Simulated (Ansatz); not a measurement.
# TiGa3: one crystal by all-electron and frozen-core methods

The same cell of TiGa3 is computed with full-potential LAPW, PAW on the default files and datasets made for this crystal, to set the results side by side.

Computed with Ansatz 0.2.0 (DFT PBEsol, scalar-relativistic, unless a step's input says otherwise).

## Step 1: The system as given

It takes space group I4/mmm (No. 139, tetragonal). Conventional cell: a = 3.789 Å, b = 3.789 Å, c = 8.734 Å, α = 90.00°, β = 90.00°, γ = 90.00°. Around Ti (site symmetry 4/mmm) lie 12 Ga at 2.68 to 2.89 Å. Ga (site symmetry 4/mmm) has 4 Ti at 2.68 Å and 8 Ga at 2.89 Å in its first shell of neighbours. Ga (site symmetry -4m2) is surrounded by 8 Ga at 2.68 to 2.89 Å and 4 Ti at 2.89 Å.

Coordinates:

```xyz
4
Lattice="-1.8945 1.8945 4.3670 1.8945 -1.8945 4.3670 1.8945 1.8945 -4.3670" Properties=species:S:1:pos:R:3 pbc="T T T"
Ti    0.0000    0.0000    0.0000
Ga    0.0000    0.0000    4.3670
Ga    0.0000    1.8945    2.1835
Ga    1.8945    0.0000    2.1835
```

The structure is an experimental refinement, used without relaxation.

Atoms are numbered in the order of the input: Ti1, Ga2, Ga3, Ga4.

## Step 2: Full-potential LAPW

input.yaml

```yaml
crystal:
  lattice:
    - [-1.8945, 1.8945, 4.367]
    - [1.8945, -1.8945, 4.367]
    - [1.8945, 1.8945, -4.367]
  atoms:
    - { symbol: Ti, position: [0.0, 0.0, 0.0] }
    - { symbol: Ga, position: [0.5, 0.5, 0.0] }
    - { symbol: Ga, position: [0.75, 0.25, 0.5] }
    - { symbol: Ga, position: [0.25, 0.75, 0.5] }
kpoints:
  mp_grid: { grid: [14, 14, 14] }
  band_path:
    path:
      - [0.0, 0.0, 0.0]
      - [0.0, 0.0, 0.5]
      - [0.25, 0.25, 0.25]
      - [0.0, 0.5, 0.0]
      - [0.0, 0.0, 0.0]
      - [0.5, 0.5, -0.5]
      - [0.2970503484, 0.7029496516, -0.2970503484]
      - [-0.2970503484, 0.2970503484, 0.2970503484]
      - [0.0, 0.0, 0.0]
    npoints: 14
scf:
  occupations: { method: fermi_dirac, width: 0.05 }
hamiltonian:
  xc: pbesol
  pseudopotentials: { kind: all_electron, lapw: { basis_error: 0.0005 } }
output:
  forces: true
  stress: true
  eigenvalues: true
  populations: true
  dos: { projected: true, de: 0.2, e_range: [-14, 8] }
```

Run with:

```console
$ ansatz run input.yaml --threads 1 --pin off --max-ram 4096MiB --backend cpu --events-out ev --progress --plain --runs-dir out
```

## Step 3: PAW on the default files

input.yaml: that of step 2 with these lines changed.

```diff
@@ -28,3 +28,3 @@
   xc: pbesol
-  pseudopotentials: { kind: all_electron, lapw: { basis_error: 0.0005 } }
+  pseudopotentials: { kind: paw }
 output:
@@ -33,3 +33,9 @@
   eigenvalues: true
+  efg: { contact_densities: true }
   populations: true
+  bader: true
   dos: { projected: true, de: 0.2, e_range: [-14, 8] }
+  write_density: true
+  write_potential: true
+  elf: true
+  volumetric_format: npy
```

## Step 4: Datasets made for this crystal

input.yaml: that of step 3 with these lines changed.

```diff
@@ -23,3 +23,3 @@
       - [0.0, 0.0, 0.0]
-    npoints: 14
+    npoints: 8
 scf:
@@ -28,3 +28,3 @@
   xc: pbesol
-  pseudopotentials: { kind: paw }
+  pseudopotentials: { kind: all_electron, datasets: crystal }
 output:
@@ -34,8 +34 @@
   efg: { contact_densities: true }
-  populations: true
-  bader: true
-  dos: { projected: true, de: 0.2, e_range: [-14, 8] }
-  write_density: true
-  write_potential: true
-  elf: true
-  volumetric_format: npy
```

(Steps that only read results are left out.)

What does the calculation give? Wanted: pressure; gap; Bader charges; highest ELF.

**Answer**, as computed:

| quantity | value |
| --- | --- |
| pressure | LAPW -3.13, PAW -3.17, crystal datasets -3.13 GPa |
| gap (LAPW) | none |
| Bader charges (PAW) | Ti1 +1.05, Ga2 -0.41, Ga3 -0.32 e |
| highest ELF (PAW) | 0.48, 1.49 Å from Ga |

**Reading.** The pressure of -3.1 GPa pushes the cell to shrink, with the atoms held in place. The count of 75 electrons in bands leaves a band partly filled, so there is no gap. Ti 3d carries the largest share, 69 %, of the projected states within 0.3 eV of the Fermi level. The projection holds only the free atom's occupied shells (Ti 4s, Ti 3d, Ga 4s, Ga 4p in this range). The field gradient at Ga2, the largest by crystal datasets, is 9.74 by PAW and 9.76 by crystal datasets (10²¹ V/m²), within 5 %. In pressure, PAW differs from LAPW by -0.04 GPa. LAPW took about 2.3 times as long as PAW (69 s against 30 s, on a shared host and with the outputs that each input asks for).
